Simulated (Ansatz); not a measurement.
# RPA@PBE/STO-3G run of SnH3Cl (SMILES [H][Sn]([H])([H])[Cl])

What is the energy change on altering one bond length of SnH3Cl at RPA@PBE/STO-3G? 

The results are computed with Ansatz 0.2.0.

58 further runs of the same task are left out: 6 that didn't finish, 52 set aside as unsound or not needed.

## Step 1: Starting point

The species is SnH3Cl (5 atoms), meant as a singlet with charge 0. As SMILES, `[H][Sn]([H])([H])[Cl]`. Geometry: a GFN2-xTB relaxation, a rough one for these elements and not checked as a minimum.

Bond lengths: Sn1–Cl2 2.281 Å, Sn1–H3 1.674 Å, Sn1–H4 1.674 Å, Sn1–H5 1.674 Å. Angles: Cl2–Sn1–H3 108.3°, Cl2–Sn1–H4 108.1°, Cl2–Sn1–H5 108.2°, H3–Sn1–H4 110.7°, H3–Sn1–H5 110.8°, H4–Sn1–H5 110.7°.

## Step 2: The energy at RPA@PBE/STO-3G

Input file job.yaml:

```yaml
crystal:
  periodic: [false, false, false]
  atoms:
    - {symbol: Sn, position_ang: [-0.000010, 0.000870, -0.142560]}
    - {symbol: Cl, position_ang: [0.011570, -0.019280, 2.138020]}
    - {symbol: H, position_ang: [1.586650, 0.010950, -0.675080]}
    - {symbol: H, position_ang: [-0.803020, 1.380470, -0.647070]}
    - {symbol: H, position_ang: [-0.795190, -1.373000, -0.673310]}
basis:
  gaussian:
    orbitals: STO-3G
hamiltonian:
  xc: {name: PBE}
correlation:
  method: rpa
  frozen_orbitals: {Cl: 5, H: 0, Sn: 18}
accuracy: high
```

Launch:

```
ansatz run job.yaml --threads 1 --pin off --max-ram 2610MiB --events-out events.jsonl --progress --plain --runs-dir runs
```

The program printed:

```text
Warning: RAYON_NUM_THREADS=1 ignored (pool sized by the plan → 1); use --threads N
Functional definition: PBE
  name "PBE"
  parameter kappa = 0.804
  parameter beta = 0.06672455060314922
  exchange = pbe_x(kappa = kappa, mu = beta*pi^2/3)
  correlation = pbe_c(beta = beta)
713 factors; integrals over basis functions are off by at most 4.9e-9 eV
mean field evaluation 1: about -174738.1164 eV, gradient 1.5e1 eV
mean field evaluation 2: about -174738.0488 eV, gradient 1.5e1 eV
mean field evaluation 4: about -174739.2067 eV, gradient 7.8e-1 eV
mean field evaluation 8: about -174739.2116 eV, gradient 2.5e-3 eV
mean field evaluation 16: about -174739.2116 eV, gradient 7.9e-9 eV
mean field -174739.21164208 eV, -6421.5475853547 hartree, gradient 7.9e-9 eV, S^2 0.000000; 0 other end points of the search recorded, 0 dependent functions left out
23 core orbitals not correlated: weight in the atoms' cores, before any rotation towards them, 1.000 or more for the frozen orbitals, at most 0.000 for the correlated occupied ones
reference -174688.46462408 eV, -6419.6826668410 hartree; 12, 12 occupied and 4, 4 virtual orbitals, 713 factors
Total energy: -174691.22246430 eV, -6419.7840155996 hartree
```

Run time: 3.3 s. Hardware: 1 thread of Arm Neoverse V1, shared host; peak memory 0.12 GiB.

## Step 3: The distorted shape

Input file job.yaml:

```yaml
basis:
  gaussian:
    orbitals: STO-3G
crystal:
  periodic: [false, false, false]
  atoms:
    - symbol: Sn
      position_ang: [0.198776, 0.344321, -0.009879]
    - symbol: Cl
      position_ang: [0.210356, 0.324171, 2.270701]
    - symbol: H
      position_ang: [1.785436, 0.354401, -0.542399]
    - symbol: H
      position_ang: [-0.604234, 1.723921, -0.514389]
    - symbol: H
      position_ang: [-0.795190, -1.373000, -0.673310]
hamiltonian:
  xc: {name: PBE}
correlation:
  method: rpa
  frozen_orbitals: {Cl: 5, H: 0, Sn: 18}
accuracy: high
```

Launch:

```
ansatz run job.yaml --threads 1 --pin off --max-ram 2610MiB --events-out events.jsonl --progress --plain --runs-dir runs
```

The program printed:

```text
Warning: RAYON_NUM_THREADS=1 ignored (pool sized by the plan → 1); use --threads N
Functional definition: PBE
  name "PBE"
  parameter kappa = 0.804
  parameter beta = 0.06672455060314922
  exchange = pbe_x(kappa = kappa, mu = beta*pi^2/3)
  correlation = pbe_c(beta = beta)
712 factors; integrals over basis functions are off by at most 4.9e-9 eV
mean field evaluation 1: about -174736.8724 eV, gradient 1.6e1 eV
mean field evaluation 2: about -174736.7909 eV, gradient 1.6e1 eV
mean field evaluation 4: about -174738.1528 eV, gradient 1.9e0 eV
mean field evaluation 8: about -174738.1761 eV, gradient 5.0e-3 eV
mean field evaluation 16: about -174738.1761 eV, gradient 1.2e-8 eV
mean field -174738.17609359 eV, -6421.5095296497 hartree, gradient 1.2e-8 eV, S^2 0.000000; 0 other end points of the search recorded, 0 dependent functions left out
23 core orbitals not correlated: weight in the atoms' cores, before any rotation towards them, 1.000 or more for the frozen orbitals, at most 0.000 for the correlated occupied ones
reference -174687.06964476 eV, -6419.6314022965 hartree; 12, 12 occupied and 4, 4 virtual orbitals, 712 factors
Total energy: -174690.23553320 eV, -6419.7477465508 hartree
```

It took 3.3 s on 1 thread of Arm Neoverse V1, shared host; peak memory 0.12 GiB.

## Step 4: What came out

At RPA@PBE/STO-3G, 23 core orbitals frozen:

```
                                                          quantity           value
                                         first shape: total energy  -6419.78402 Eh
                     first shape: RPA correlation energy (valence)      -101.3 mEh
                                     distorted shape: total energy  -6419.74775 Eh
                 distorted shape: RPA correlation energy (valence)      -116.3 mEh
energy change with the Sn1–H5 bond stretched from 1.674 to 2.092 Å        0.987 eV
```

**Reading.** With the Sn1–H5 bond stretched from 1.674 to 2.092 Å the energy rises by 0.99 eV (95.2 kJ/mol). The first shape isn't relaxed at this level, so the change isn't measured from a minimum. The minimal basis adds a large error of its own. Relativity is left out (first shape) although the molecule holds a heavy atom. Relativity is left out (distorted shape) although the molecule holds a heavy atom.
